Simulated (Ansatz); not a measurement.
# Ti5W: what a guessed cell relaxes into, part 2 of 2

The task: take a trial cell of Ti5W to zero force and stress.

Ansatz 0.2.0; DFT PBE, scalar-relativistic, plane waves, PAW.

### 4 Spin check on a coarse mesh

input.yaml reads:

```yaml
crystal:
  lattice:
    - [1.6215463755, -2.2796578442, 0.0]
    - [1.6215463755, 2.2796578442, 0.0]
    - [0.0, 0.0, 13.7600341151]
  atoms:
    - { symbol: Ti, position: [0.0, 0.0, 0.8330665752], spin: 1.0 }
    - { symbol: Ti, position: [0.5, 0.5, 0.6581919974], spin: 1.0 }
    - { symbol: Ti, position: [0.5, 0.5, 0.3418080026], spin: 1.0 }
    - { symbol: Ti, position: [0.0, 0.0, 0.1669334248], spin: 1.0 }
    - { symbol: Ti, position: [0.5, 0.5, 0.0], spin: 1.0 }
    - { symbol: W, position: [0.0, 0.0, 0.5] }
basis:
  ecutwfc: 420
kpoints:
  mp_grid: { grid: [6, 6, 2] }
hamiltonian:
  xc: pbe
scf:
  occupations: { method: gaussian, width: 0.1 }
  lower_state_search: "off"
output:
  forces: true
  stress: true
  eigenvalues: true
  populations: true
magnetization:
  spin_polarized: true
```

Started as:

```sh
ansatz run input.yaml --threads 1 --pin off --max-ram 2560MiB --backend cpu --events-out ev --progress --plain --runs-dir out
```

The program printed, cut to the lines that bear on the results:

```text
[...]
SCF converged after 38 iterations
Magnetization: -0.0001 μB (37.0000 up, 37.0000 down)
Absolute magnetization: 0.0001 μB (∫|ρ↑−ρ↓|, with the PAW one-centre terms)
Spin contamination: 0.0000 ħ² per cell (⟨S²⟩ above its minimum at these occupations)
[...]
        0.000000       0.380628       0.000000
        0.000000       0.000000      -0.198129
  P = ⅓ Tr σ = 0.0708 GPa (0.708 kbar)
--- Band table (eV; the first three rows and the last of 52) ---
[...]
--- Löwdin populations: 6 sites ---
  site symbol       q [e]    m [muB]
     0     Ti     11.8669    -0.0000
     1     Ti     11.7819    -0.0000
     2     Ti     11.7819    -0.0000
     3     Ti     11.8669    -0.0000
     4     Ti     11.8879     0.0000
     5      W     14.0520    -0.0000
  spilling = 0.010304 (of n_electrons = 74.000000)
```

Run time: 1.9 min. Hardware: 1 thread of Intel Xeon at 2.50GHz (Skylake/Cascade Lake), shared host; peak memory 0.52 GiB.

By site:

```tsv
atom	Löwdin electrons
Ti1	11.87
Ti2	11.78
Ti3	11.78
Ti4	11.87
Ti5	11.89
W6	14.05
```

The Löwdin counts miss 0.76 of the 74 electrons, which the atomic orbitals do not span, so they are no charges.

The same cell is solved with trial moments on Ti. The largest site moment that stays is 0.00 μB and the cell's total 0.00 μB. The workflow keeps spin only above 0.25 μB on a site, so the next run goes without spin.

### 5 Full relaxation

The end of the coarse run is made exact in the group found at a tolerance of 0.06 Å and reduced to its primitive cell.

input.yaml reads:

```yaml
crystal:
  lattice:
    - [1.6215463755, -2.2796578442, 0.0]
    - [1.6215463755, 2.2796578442, 0.0]
    - [0.0, 0.0, 13.7600341151]
  atoms:
    - { symbol: Ti, position: [0.0, 0.0, 0.8330665752] }
    - { symbol: Ti, position: [0.5, 0.5, 0.6581919974] }
    - { symbol: Ti, position: [0.5, 0.5, 0.3418080026] }
    - { symbol: Ti, position: [0.0, 0.0, 0.1669334248] }
    - { symbol: Ti, position: [0.5, 0.5, 0.0] }
    - { symbol: W, position: [0.0, 0.0, 0.5] }
basis:
  ecutwfc: 420
kpoints:
  mp_grid: { grid: [14, 14, 4] }
hamiltonian:
  xc: pbe
scf:
  occupations: { method: gaussian, width: 0.1 }
output:
  forces: true
  stress: true
  eigenvalues: true
relax:
  adjacent_minimum: "off"
  f_tol: 0.01
  max_steps: 80
  cell: { stress_tol: 0.05 }
```

Started as:

```sh
ansatz run input.yaml --threads 1 --pin off --max-ram 2560MiB --backend cpu --events-out ev --progress --plain --runs-dir out
```

The program printed:

```text
Warning: RAYON_NUM_THREADS=1 ignored (pool sized by the plan → 1); use --threads N
[... 9 set-up lines as earlier in the session ...]
Crystal: 6 atoms, lattice volume = 101.730 Å³
Basis set: ecut = 420 eV, 1991 PW (Γ), exchange–correlation on 40×40×192 points (8 copies of the dense FFT grid, shifted against one another)
Bands: 45, of which v1, the nominal top of the filled ones, is band 37 counted from 1 (36 counted from 0)
[... 1 set-up line as earlier in the session ...]
Space group: Cmmm (ITA 65), of the structure as read, at distance tolerance 4.7e-5 Å
k-points: 171 of 784
[... 8 set-up lines as earlier in the session ...]
SCF iter   1: F=—  HF=-22882.745181 eV  |F-HF|=—  |Δ(HF+E_count)|=         —  Δρ=1.15e-2  dr2=1.77e0  ethr=1.77e-3  ⟨swp⟩=5.7  Hψ=28365  notcnv=0
preconditioner: auto → Kerker (q_TF=auto, 2.587 Å⁻¹)  [metal: Δε(μ)=0.002 eV  Ē_g=2.829 eV  σ=0.100 eV  W_gap=0.01  n_scr=30 (ndim 8)  ℏωp=18.8 eV  f_vac=0.000  D(μ)=12.40/eV (n_scr^D=164)]
SCF iter   2: F=—  HF=-22882.729901 eV  |F-HF|=—  |Δ(HF+E_count)|=   1.53e-2  Δρ=4.62e-3  dr2=2.73e-1  ethr=1.77e-3  ⟨swp⟩=1.0  Hψ=9063  notcnv=0  defer=1
SCF iter   3: F=—  HF=-22882.726646 eV  |F-HF|=—  |Δ(HF+E_count)|=   3.26e-3  Δρ=7.91e-4  dr2=1.62e-3  ethr=3.69e-4  ⟨swp⟩=1.0  Hψ=7516  notcnv=0  defer=1
SCF iter   4: F=—  HF=-22882.726618 eV  |F-HF|=—  |Δ(HF+E_count)|=   2.81e-5  Δρ=2.44e-4  dr2=6.10e-5  ethr=2.19e-6  ⟨swp⟩=1.9  Hψ=8340  notcnv=0  defer=2
SCF iter   5: F=—  HF=-22882.726552 eV  |F-HF|=—  |Δ(HF+E_count)|=   6.59e-5  Δρ=6.57e-5  dr2=9.56e-6  ethr=8.24e-8  ⟨swp⟩=2.1  Hψ=9879  notcnv=0  defer=6
SCF iter   6: F=—  HF=-22882.726552 eV  |F-HF|=—  |Δ(HF+E_count)|=   5.31e-8  Δρ=1.48e-5  dr2=2.96e-7  ethr=1.29e-8  ⟨swp⟩=1.1  Hψ=7550  notcnv=0  defer=7
SCF iter   7: F=-22882.726552 eV  HF=-22882.726552 eV  |F-HF|=1.21e-8  |Δ(HF+E_count)|=   1.58e-8  Δρ=3.60e-6  dr2=1.63e-8  ethr=1.35e-10  ⟨swp⟩=9.8  Hψ=28324  notcnv=0
SCF 1 converged in 7 iterations: F = -22882.726552 eV  dr2 = 1.63e-8
relax step   1: F+E_penalty+E_count = -22882.72655171 eV  Δ(F+E_penalty+E_count) = +0.000e0 eV  max|allowed force component| = 5.592e-2 eV/Å  Δτ_max = 0.0000 Å  P = -0.058 GPa  Ω = 101.730 Å³  (7 SCF iters, dr2 threshold 1.00e-7 eV, accepted)
Crystal: 6 atoms, lattice volume = 101.415 Å³
Basis set: ecut = 420 eV, 1993 PW (Γ), exchange–correlation on 40×40×192 points (8 copies of the dense FFT grid, shifted against one another)
[... 2 set-up lines as earlier in the session ...]
iter 1 solved again at ethr=3.62e-4 eV; its pass at ethr=3.10e-3 eV (dr2=2.68e-1 eV) is discarded
SCF iter   1: F=—  HF=-22882.754203 eV  |F-HF|=—  |Δ(HF+E_count)|=         —  Δρ=6.76e-3  dr2=2.68e-1  ethr=3.62e-4  ⟨swp⟩=1.1  Hψ=44509  notcnv=0
preconditioner: auto → Kerker (q_TF=auto, 2.589 Å⁻¹)  [metal: Δε(μ)=0.000 eV  Ē_g=2.836 eV  σ=0.100 eV  W_gap=0.00  n_scr=30 (ndim 8)  ℏωp=18.8 eV  f_vac=0.000  D(μ)=11.98/eV (n_scr^D=156)]
SCF iter   2: F=—  HF=-22882.743407 eV  |F-HF|=—  |Δ(HF+E_count)|=   1.08e-2  Δρ=2.79e-3  dr2=4.78e-2  ethr=3.62e-4  ⟨swp⟩=1.0  Hψ=7695  notcnv=0
SCF iter   3: F=—  HF=-22882.740670 eV  |F-HF|=—  |Δ(HF+E_count)|=   2.74e-3  Δρ=5.54e-4  dr2=6.27e-4  ethr=6.46e-5  ⟨swp⟩=1.1  Hψ=7726  notcnv=0
SCF iter   4: F=—  HF=-22882.740648 eV  |F-HF|=—  |Δ(HF+E_count)|=   2.14e-5  Δρ=1.12e-4  dr2=2.16e-5  ethr=8.47e-7  ⟨swp⟩=2.0  Hψ=9607  notcnv=0
SCF iter   5: F=—  HF=-22882.740626 eV  |F-HF|=—  |Δ(HF+E_count)|=   2.27e-5  Δρ=3.15e-5  dr2=1.38e-6  ethr=2.92e-8  ⟨swp⟩=2.4  Hψ=11193  notcnv=0
SCF iter   6: F=-22882.740625 eV  HF=-22882.740626 eV  |F-HF|=3.21e-8  |Δ(HF+E_count)|=   5.69e-8  Δρ=6.43e-6  dr2=5.63e-8  ethr=8.11e-10  ⟨swp⟩=8.6  Hψ=30539  notcnv=0
SCF 2 converged in 6 iterations: F = -22882.740625 eV  dr2 = 5.63e-8
relax step   2: F+E_penalty+E_count = -22882.74062548 eV  Δ(F+E_penalty+E_count) = -1.407e-2 eV  max|allowed force component| = 4.529e-2 eV/Å  Δτ_max = 0.0152 Å  P = +0.179 GPa  Ω = 101.415 Å³  energy of the carried Pulay correction = +4.719e-5 eV  (6 SCF iters, dr2 threshold 6.00e-7 eV, accepted)
Crystal: 6 atoms, lattice volume = 101.943 Å³
Basis set: ecut = 420 eV, 1989 PW (Γ), exchange–correlation on 40×40×192 points (8 copies of the dense FFT grid, shifted against one another)
SCF iter   1: F=—  HF=-22882.821793 eV  |F-HF|=—  |Δ(HF+E_count)|=         —  Δρ=1.98e-2  dr2=7.58e0  ethr=3.10e-3  ⟨swp⟩=12.3  Hψ=34947  notcnv=0
preconditioner: auto → Kerker (q_TF=auto, 2.586 Å⁻¹)  [metal: Δε(μ)=0.002 eV  Ē_g=2.876 eV  σ=0.100 eV  W_gap=0.01  n_scr=22 (ndim 8)  ℏωp=18.8 eV  f_vac=0.000  D(μ)=12.09/eV (n_scr^D=160)]
SCF iter   2: F=—  HF=-22882.755089 eV  |F-HF|=—  |Δ(HF+E_count)|=   6.67e-2  Δρ=8.21e-3  dr2=1.31e0  ethr=3.10e-3  ⟨swp⟩=1.0  Hψ=9067  notcnv=0  defer=7
SCF iter   3: F=—  HF=-22882.740973 eV  |F-HF|=—  |Δ(HF+E_count)|=   1.41e-2  Δρ=1.24e-3  dr2=1.60e-3  ethr=1.77e-3  ⟨swp⟩=1.0  Hψ=7497  notcnv=0  defer=11
SCF iter   4: F=—  HF=-22882.741046 eV  |F-HF|=—  |Δ(HF+E_count)|=   7.26e-5  Δρ=2.88e-4  dr2=8.47e-5  ethr=2.16e-6  ⟨swp⟩=2.0  Hψ=8890  notcnv=0  defer=20
SCF iter   5: F=—  HF=-22882.741084 eV  |F-HF|=—  |Δ(HF+E_count)|=   3.76e-5  Δρ=7.12e-5  dr2=1.05e-5  ethr=1.14e-7  ⟨swp⟩=2.5  Hψ=11432  notcnv=0  defer=87
SCF iter   6: F=-22882.741083 eV  HF=-22882.741084 eV  |F-HF|=1.31e-7  |Δ(HF+E_count)|=   1.44e-8  Δρ=1.48e-5  dr2=2.09e-7  ethr=8.06e-10  ⟨swp⟩=10.5  Hψ=38585  notcnv=0
SCF 3 converged in 6 iterations: F = -22882.741083 eV  dr2 = 2.09e-7
relax step   3: F+E_penalty+E_count = -22882.74108347 eV  Δ(F+E_penalty+E_count) = -4.580e-4 eV  max|allowed force component| = 3.046e-2 eV/Å  Δτ_max = 0.0271 Å  P = -0.215 GPa  Ω = 101.943 Å³  energy of the carried Pulay correction = -3.182e-5 eV  (6 SCF iters, dr2 threshold 5.97e-7 eV, accepted)
[... 11 lines left out ...]
relax step   4: F+E_penalty+E_count = -22882.74731897 eV  Δ(F+E_penalty+E_count) = -6.235e-3 eV  max|allowed force component| = 3.137e-2 eV/Å  Δτ_max = 0.0101 Å  P = +0.441 GPa  Ω = 101.440 Å³  energy of the carried Pulay correction = +4.336e-5 eV  (6 SCF iters, dr2 threshold 6.00e-7 eV, accepted)
[... 12 lines left out ...]
relax step   5: F+E_penalty+E_count = -22882.74695449 eV  Δ(F+E_penalty+E_count) = +3.645e-4 eV  max|allowed force component| = 1.829e-2 eV/Å  Δτ_max = 0.0061 Å  P = -0.546 GPa  Ω = 102.134 Å³  energy of the carried Pulay correction = -6.027e-5 eV  (6 SCF iters, dr2 threshold 6.00e-7 eV, rejected (line search))
[... 13 lines left out ...]
relax step   6: F+E_penalty+E_count = -22882.74781174 eV  Δ(F+E_penalty+E_count) = -4.928e-4 eV  max|allowed force component| = 2.619e-3 eV/Å  Δτ_max = 0.0046 Å  P = -0.016 GPa  Ω = 101.741 Å³  energy of the carried Pulay correction = -1.620e-6 eV  (8 SCF iters, accepted)
[... 11 lines left out ...]
relax step   7: F+E_penalty+E_count = -22882.74784198 eV  Δ(F+E_penalty+E_count) = -3.024e-5 eV  max|allowed force component| = 1.434e-3 eV/Å  Δτ_max = 0.0004 Å  P = +0.015 GPa  Ω = 101.720 Å³  energy of the carried Pulay correction = +1.495e-6 eV  (6 SCF iters, dr2 threshold 1.56e-8 eV, accepted)
[... 1 set-up line as earlier in the session ...]
iter 1 solved again at ethr=5.69e-6 eV; its pass at ethr=3.10e-3 eV (dr2=4.21e-3 eV) is discarded
SCF iter   1: F=—  HF=-22882.747618 eV  |F-HF|=—  |Δ(HF+E_count)|=         —  Δρ=1.99e-4  dr2=1.28e-6  ethr=5.69e-6  ⟨swp⟩=2.4  Hψ=41661  notcnv=0
eigensolver tolerance schedule: the retry pair's looser diagonalisation over-reported the residual by 3279.02 of it (diagonalisation noise at an unbounded share of the residual, at the tolerance the schedule requests for it); recorded, not acted on — ethr = c·dr2/N_el stays at c = 1.0e-1
preconditioner: auto → Kerker (q_TF=auto, 2.587 Å⁻¹)  [metal: Δε(μ)=0.000 eV  Ē_g=2.846 eV  σ=0.100 eV  W_gap=0.00  n_scr=30 (ndim 8)  ℏωp=18.8 eV  f_vac=0.000  D(μ)=12.33/eV (n_scr^D=164)]
SCF iter   2: F=—  HF=-22882.747713 eV  |F-HF|=—  |Δ(HF+E_count)|=   9.42e-5  Δρ=1.01e-4  dr2=3.32e-7  ethr=1.73e-9  ⟨swp⟩=2.9  Hψ=13757  notcnv=0
SCF iter   3: F=—  HF=-22882.747734 eV  |F-HF|=—  |Δ(HF+E_count)|=   2.13e-5  Δρ=4.41e-6  dr2=1.15e-8  ethr=4.48e-10  ⟨swp⟩=2.3  Hψ=11139  notcnv=0
SCF iter   4: F=—  HF=-22882.747734 eV  |F-HF|=—  |Δ(HF+E_count)|=   2.37e-8  Δρ=1.02e-6  dr2=8.38e-10  ethr=1.56e-11  ⟨swp⟩=1.8  Hψ=9045  notcnv=0
iter 5 did not close the SCF: its close was put off for the readings that it lacked (scf_convergence_deferred on its scf_iter line)
SCF iter   5: F=-22882.747734 eV  HF=-22882.747734 eV  |F-HF|=7.28e-12  |Δ(HF+E_count)|=  1.64e-10  Δρ=2.12e-7  dr2=2.53e-11  ethr=1.13e-12  ⟨swp⟩=2.3  Hψ=9715  notcnv=0
SCF iter   6: F=-22882.747734 eV  HF=-22882.747734 eV  |F-HF|=7.28e-12  |Δ(HF+E_count)|=  1.46e-11  Δρ=4.29e-8  dr2=2.57e-12  ethr=1.00e-12  ⟨swp⟩=4.6  Hψ=25963  notcnv=0
SCF 8 converged in 6 iterations: F = -22882.747734 eV  dr2 = 2.57e-12
relax step   8: F+E_penalty+E_count = -22882.74773394 eV  Δ(F+E_penalty+E_count) = +1.080e-4 eV  max|allowed force component| = 1.426e-3 eV/Å  Δτ_max = 0.0000 Å  P = +0.018 GPa  Ω = 101.720 Å³  stress off target by 2.61e-2 GPa  SCF on the basis re-selected at this cell (its energy is not comparable with the rows above)  (6 SCF iters)
basis re-selected at this cell: Δ(F+E_penalty+E_count) = +1.080e-4 eV, ΔP = +0.004 GPa vs the last step (what re-selecting the basis moved, of the pressure what is left beyond the Pulay correction that the steps carried, after the strain that the cell walked since its last selection, with what the two solves' SCF thresholds leave and, on support functions, any second-order correction that the steps lacked; it is no measure of the basis error at this ecutwfc). This SCF's stress stands 2.61e-2 GPa from its target on what of the cell is left free (relax.cell.stress_tol is 5.00e-2 GPa) and its largest allowed force component is 1.43e-3 eV/Å (relax.f_tol is 1.00e-2 eV/Å): within both
SCF converged after 6 iterations
Free energy (F): -22882.747734 eV
Harris-Foulkes:  -22882.747734 eV  (|F-HF|=7.28e-12)
Internal energy: -22882.686105 eV  (E = F + TS)
E sigma→0 (E₀):  -22882.716920 eV
Entropy (-TS):   -0.061628 eV (-10.271 meV/atom)
Fermi energy:    14.637102 eV
--- Per-component energies (eV) ---
  E_band       = -875.612276
  E_kinetic    = 1813.803794
  E_local      = -4892.653295  (includes V_loc(G=0)·N_el)
  E_nonlocal   = 42.685386
  E_hartree    = 1994.918832
  E_xc         = -754.267934
  E_vxc        = -848.568116  (∫ρ·V_xc dr)
  E_paw        = -13801.294572  (= ΣΔE_a)
  E_vpaw       = -980.718240  (= ΣTr[D̂ρ^β])
  E_aug_tail   = 0.000551  (compensation charges beyond the density's cutoff)
  E_ewald      = -7285.878867
  E_smearing   = -0.061628  (= −TS)
  E_closure    = -0.000000  (closes the sum)
  Σ components = -22882.747734   (vs F -22882.747734, Δ=0.00e0)
--- Forces (eV/Å), atoms counted from 1 ---
  atom   1  Ti     0.00000000    -0.00000000    -0.00142640
  atom   2  Ti     0.00000000     0.00000000    -0.00074311
  atom   3  Ti     0.00000000    -0.00000000     0.00074311
  atom   4  Ti    -0.00000000     0.00000000     0.00142640
  atom   5  Ti    -0.00000000     0.00000000     0.00000000
  atom   6  W      0.00000000    -0.00000000     0.00000000
  max |Σ_I F_I| component: 2.17e-19 eV/Å
--- Stress (GPa, compression-positive) ---
        0.026071       0.000000       0.000000
        0.000000       0.010398       0.000000
        0.000000       0.000000       0.018258
  P = ⅓ Tr σ = 0.0182 GPa (0.182 kbar)
--- Band table (eV; the first three rows and the last of 171) ---
  k-point 0: bands = ["-58.6625", "-41.8484", "-41.8150", "-41.7677", "-41.7384", "-41.7317", "-22.9724", "-22.5992", "-22.4501", "-18.3424", "-18.1967", "-18.0048", "-17.8957", "-17.8876", "-17.8438", "-17.7776", "-17.7716", "-17.7504", "-17.7294", "-17.7020", "-17.7003", "-17.6926", "-17.6686", "-17.6685", "7.4649", "9.0768", "9.5883", "10.6205", "11.4514", "11.8495", "13.1323", "14.3331", "14.6679", "14.8399", "14.8607", "14.9178", "15.0653", "15.2428", "15.2752", "15.2926", "15.3436", "15.6639", "15.7617", "16.2675", "16.5435"]
  k-point 1: bands = ["-58.6625", "-41.8484", "-41.8150", "-41.7679", "-41.7380", "-41.7320", "-22.9724", "-22.5992", "-22.4501", "-18.3445", "-18.1884", "-18.0214", "-17.8877", "-17.8804", "-17.8432", "-17.7794", "-17.7763", "-17.7479", "-17.7305", "-17.7020", "-17.7003", "-17.6926", "-17.6686", "-17.6685", "7.4695", "8.9896", "9.7468", "10.5746", "11.3121", "11.9504", "13.1323", "14.3948", "14.6495", "14.8454", "14.8910", "14.9554", "15.0215", "15.1743", "15.2632", "15.2844", "15.4520", "15.6411", "15.6823", "16.1394", "16.7082"]
  k-point 2: bands = ["-58.6625", "-41.8484", "-41.8149", "-41.7680", "-41.7375", "-41.7324", "-22.9724", "-22.5992", "-22.4501", "-18.3466", "-18.1792", "-18.0369", "-17.8879", "-17.8663", "-17.8426", "-17.7820", "-17.7810", "-17.7454", "-17.7318", "-17.7020", "-17.7003", "-17.6926", "-17.6686", "-17.6685", "7.4742", "8.9252", "9.9082", "10.4996", "11.2093", "12.0177", "13.1323", "14.4698", "14.6355", "14.8290", "14.9216", "14.9652", "15.0620", "15.0772", "15.2701", "15.2942", "15.5336", "15.5924", "15.5964", "16.0621", "16.7118"]
  k-point 170: bands = ["-58.5734", "-41.7121", "-41.6871", "-41.6487", "-41.6172", "-41.6157", "-23.3819", "-22.9361", "-22.8042", "-18.4081", "-18.3621", "-18.3144", "-18.2758", "-18.2496", "-18.1555", "-18.1246", "-18.0722", "-18.0307", "-18.0065", "-17.9652", "-17.9455", "-17.9195", "-17.8021", "-17.7465", "10.3602", "11.1680", "11.8882", "12.3538", "12.5547", "12.6842", "12.9124", "12.9978", "13.3024", "13.4377", "13.7003", "14.8284", "15.0360", "15.0837", "16.0239", "16.0838", "16.2717", "16.4115", "16.7458", "17.0034", "17.9892"]
--- Relaxed structure (7 steps of the walk, 6 accepted, 1 SCFs on fresh bases) ---
  F+E_penalty+E_count = -22882.74773394 eV   max|allowed force component| = 1.426e-3 eV/Å   (the final SCF, on the basis selected at the relaxed cell)
  cell:  # Å, volume = 101.7199 Å³
    - [1.5625829514601208, -2.326764034970293, 0.0]
    - [1.5625829514601208, 2.326764034970293, 0.0]
    - [0.0, 0.0, 13.988800613473193]
  atoms:
    - { symbol: Ti, position: [1.1000428367504634e-36, -1.1000428367504634e-36, 0.8309447206350027] }
    - { symbol: Ti, position: [0.5, 0.5, 0.6577730835729231] }
    - { symbol: Ti, position: [0.5, 0.5, 0.34222691642707687] }
    - { symbol: Ti, position: [-2.2000856735009265e-37, 2.2000856735009265e-37, 0.16905527936499753] }
    - { symbol: Ti, position: [0.5, 0.5, 5.9095175387086516e-21] }
    - { symbol: W, position: [-2.2000856735009265e-37, 2.2000856735009265e-37, 0.5000000000000001] }
```

Run time: 15 min. Hardware: 1 thread of Intel Xeon at 2.50GHz (Skylake/Cascade Lake), shared host; peak memory 0.83 GiB.

The steps of the relaxation:

```
step  energy from step 1 (eV/cell)  largest force component (eV/Å)  pressure (GPa)  volume (Å³)
   1                        0.0000                          0.0559           -0.06       101.73
   2                       -0.0141                          0.0453            0.18       101.41
   3                       -0.0145                          0.0305           -0.21       101.94
   4                       -0.0208                          0.0314            0.44       101.44
   5                       -0.0204                          0.0183           -0.55       102.13
   6                       -0.0213                          0.0026           -0.02       101.74
   7                       -0.0213                          0.0014            0.01       101.72
   8                       -0.0212                          0.0014            0.02       101.72
```

Step 1 is the start. Step 8 repeats the geometry before it on a plane-wave basis chosen anew for that cell, so its energy need not be comparable with the rows above. Step 5 was tried and not accepted.

Lengths and angles in the start's conventional setting:

|  | before | after | change |
| --- | --- | --- | --- |
| a (Å) | 3.243 | 3.125 | -3.6 % |
| b (Å) | 4.559 | 4.654 | +2.1 % |
| c (Å) | 13.760 | 13.989 | +1.7 % |
| volume (Å³/atom) | 16.95 | 16.95 | 0.0 % |
| shortest distance (Å) | 2.714 | 2.704 | -0.4 % |
| space group (0.01 Å) | Cmmm | Cmmm | same |

Forces and stress were held to the start's 8 operations: a distortion of lower symmetry was not tested.

### 6 Variant: mp_grid.grid [18, 18, 5], occupations.width 0.025, n_extra_bands 16

input.yaml reads:

```yaml
crystal:
  lattice:
    - [1.5625829515, -2.326764035, 0.0]
    - [1.5625829515, 2.326764035, 0.0]
    - [0.0, 0.0, 13.9888006135]
  atoms:
    - { symbol: Ti, position: [0.0, 0.0, 0.8309447206] }
    - { symbol: Ti, position: [0.5, 0.5, 0.6577730836] }
    - { symbol: Ti, position: [0.5, 0.5, 0.3422269164] }
    - { symbol: Ti, position: [0.0, 0.0, 0.1690552794] }
    - { symbol: Ti, position: [0.5, 0.5, 0.0] }
    - { symbol: W, position: [0.0, 0.0, 0.5] }
basis:
  ecutwfc: 420
kpoints:
  mp_grid: { grid: [18, 18, 5] }
hamiltonian:
  xc: pbe
scf:
  occupations: { method: gaussian, width: 0.025 }
  n_extra_bands: 16
output:
  forces: true
  eigenvalues: true
  stress: true
```

Started as:

```sh
ansatz run input.yaml --threads 1 --pin off --max-ram 2560MiB --backend cpu --events-out ev --progress --plain --runs-dir out
```

The program printed, cut to the lines that bear on the results:

```text
Warning: RAYON_NUM_THREADS=1 ignored (pool sized by the plan → 1); use --threads N
scf.n_extra_bands = 16 over 37 filled bands (N_el = 74.0): the run solves 53 bands
[...]
[... 4 set-up lines as earlier in the session ...]
[...]
Crystal: 6 atoms, lattice volume = 101.720 Å³
[...]
  atom   3  Ti     0.00000000     0.00000000     0.00923815
  atom   4  Ti     0.00000000     0.00000000     0.00528787
  atom   5  Ti     0.00000000     0.00000000     0.00000000
  atom   6  W     -0.00000000    -0.00000000     0.00000000
[...]
--- Stress (GPa, compression-positive) ---
       -0.116464       0.000000      -0.000000
        0.000000       0.046067       0.000000
       -0.000000       0.000000       0.037082
  P = ⅓ Tr σ = -0.0111 GPa (-0.111 kbar)
--- Band table (eV; the first three rows and the last of 273) ---
[...]
```

Wall time 2.4 min (1 thread of Intel Xeon at 2.50GHz (Skylake/Cascade Lake), shared host); peak memory 1.2 GiB.

```tsv
run	ending	energy change	pressure (GPa)	gap (eV)	force (eV/Å)	cycles	time
step 5	converged	0	0.0	0.00	0.00	-	15 min
variant	converged	0.0 meV/atom (σ→0)	0.0	0.00	0.01	7	2.4 min
```

Changing the k-point mesh, smearing and band count leaves the energy as it was (0.0 meV/atom).

### 7 Results

What follows sums up all 2 parts. Changes of volume or cell count from the first structure of part 1.

```
                              quantity                                                                       value
symmetry at the end (tolerance 0.05 Å)                                                   space group Cmmm (No. 65)
                     conventional cell  a = 3.125 Å, b = 4.654 Å, c = 13.989 Å, α = 90.00°, β = 90.00°, γ = 90.00°
                                volume                                                               16.95 Å³/atom
              energy over the elements                                                               +0.07 eV/atom
                       gap on the mesh                                                                none (metal)
```

What this shows: The space group Cmmm (No. 65) is kept, and the volume per atom grows by 14.7 % from the first guess. With a positive formation energy it can't be a ground state. No finished test with a distortion of lower symmetry is shown, so the end may be a saddle point. Spin-orbit coupling is left out for W. Other magnetic orders were not searched.
